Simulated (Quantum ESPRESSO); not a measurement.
A calculation with Quantum ESPRESSO 7.5 of AlIn (native input, structure typed inline):

Contents of pw.in:

```
&CONTROL
  calculation = 'scf'
  prefix = 'pwscf'
  outdir = './tmp'
  pseudo_dir = './pseudo'
  tprnfor = .true.
  tstress = .true.
  disk_io = 'low'
/
&SYSTEM
  ibrav = 0
  celldm(1) = 8
  nat = 2
  ntyp = 2
  ecutwfc = 55
  ecutrho = 440
  nbnd = 14
  occupations = 'smearing'
  smearing = 'fd'
  degauss = 0.00367493
/
&ELECTRONS
  conv_thr = 4d-10
  electron_maxstep = 120
  mixing_beta = 0.5
/
ATOMIC_SPECIES
Al    26.9815 Al.pbe-n-kjpaw_psl.1.0.0.UPF
In   114.8180 In.pbe-dn-rrkjus_psl.0.2.2.UPF
CELL_PARAMETERS alat
  0.7214336561254   0.0000000000000   0.0000000000000
 -0.3607180091415   0.6247812513238   0.0000000000000
  0.0000000000000   0.0000000000000   1.3766702061052
ATOMIC_POSITIONS crystal
Al     0.0000000000    0.0000000000    0.0000000000
In     0.0000000000    0.0000000000    0.5000000000
K_POINTS automatic
10 10 5 0 0 0
```

The input pp_density.in:

```
&INPUTPP
  prefix = 'pwscf'
  outdir = './tmp'
  filplot = 'density.dat'
  plot_num = 0
/
&PLOT
  nfile = 1
  filepp(1) = 'density.dat'
  iflag = 3
  output_format = 6
  fileout = 'density.cube'
/
```

Contents of pp_potential.in:

```
&INPUTPP
  prefix = 'pwscf'
  outdir = './tmp'
  filplot = 'potential.dat'
  plot_num = 11
/
&PLOT
  nfile = 1
  filepp(1) = 'potential.dat'
  iflag = 3
  output_format = 6
  fileout = 'potential.cube'
/
```

Potentials or basis: SSSP 1.3 efficiency PBE.

Command:

```bash
$ OMP_NUM_THREADS=1 pw.x -in pw.in > pw.out
$ OMP_NUM_THREADS=1 pp.x -in pp_density.in > pp_density.out
$ OMP_NUM_THREADS=1 pp.x -in pp_potential.in > pp_potential.out
```

The cell was built by a generator and needn't be a form met in nature.

Task: Write the same calculation in another form: ASE script, structure from a P1 CIF.

Result: As run:

run.py

```python
import numpy as np
from ase.calculators.espresso import Espresso, EspressoProfile
from ase.io import read

atoms = read('AlIn.cif')

input_data = {
    'control': {'calculation': 'scf', 'prefix': 'pwscf', 'outdir': './tmp', 'tprnfor': True, 'tstress': True, 'disk_io': 'nowf'},
    'system': {'ecutwfc': 55.0, 'ecutrho': 440.0, 'nbnd': 14, 'occupations': 'smearing', 'smearing': 'fd', 'degauss': 0.00367493},
    'electrons': {'conv_thr': 4e-10, 'electron_maxstep': 120, 'mixing_beta': 0.5},
}
pseudopotentials = {'In': 'In.pbe-dn-rrkjus_psl.0.2.2.UPF', 'Al': 'Al.pbe-n-kjpaw_psl.1.0.0.UPF'}
profile = EspressoProfile(command='pw.x', pseudo_dir='pseudo')
dft = Espresso(profile=profile, input_data=input_data, pseudopotentials=pseudopotentials, kpts=(10, 10, 5), koffset=(0, 0, 0))
atoms.calc = dft

print(f'energy {atoms.get_potential_energy():.8f} eV')
print('forces (eV/A)')
print(np.round(atoms.get_forces(), 6))
print('stress (eV/A^3, Voigt)')
print(np.round(atoms.get_stress(), 8))
print(f'Fermi level {dft.get_fermi_level():.4f} eV')
```

Contents of AlIn.cif:

```cif
data_AlIn
_cell_length_a 3.05413000
_cell_length_b 3.05413755
_cell_length_c 5.82802000
_cell_angle_alpha 90.00000000
_cell_angle_beta 90.00000000
_cell_angle_gamma 120.00002651
_space_group_name_H-M_alt 'P1'
_space_group_name_Hall 'P 1'
_space_group_IT_number 1
loop_
_space_group_symop_operation_xyz
'x,y,z'
loop_
_atom_site_label
_atom_site_type_symbol
_atom_site_symmetry_multiplicity
_atom_site_Wyckoff_symbol
_atom_site_fract_x
_atom_site_fract_y
_atom_site_fract_z
_atom_site_occupancy
Al1 Al 1 a 0.0000000000 0.0000000000 0.0000000000 1
In1 In 1 a 0.0000000000 0.0000000000 0.5000000000 1
```

Potentials or basis: SSSP 1.3 efficiency PBE.

The run is started by

```console
$ OMP_NUM_THREADS=1 python run.py
```

Both were run:

|  | native input, structure typed inline | ASE script, structure from a P1 CIF |
| --- | --- | --- |
| Pressure | -0.2 GPa | -0.2 GPa |
| Band gap on the k mesh | none (metal or under the smearing width) | none (metal or under the smearing width) |

Keys that steer only the numerical path or the files written may differ.
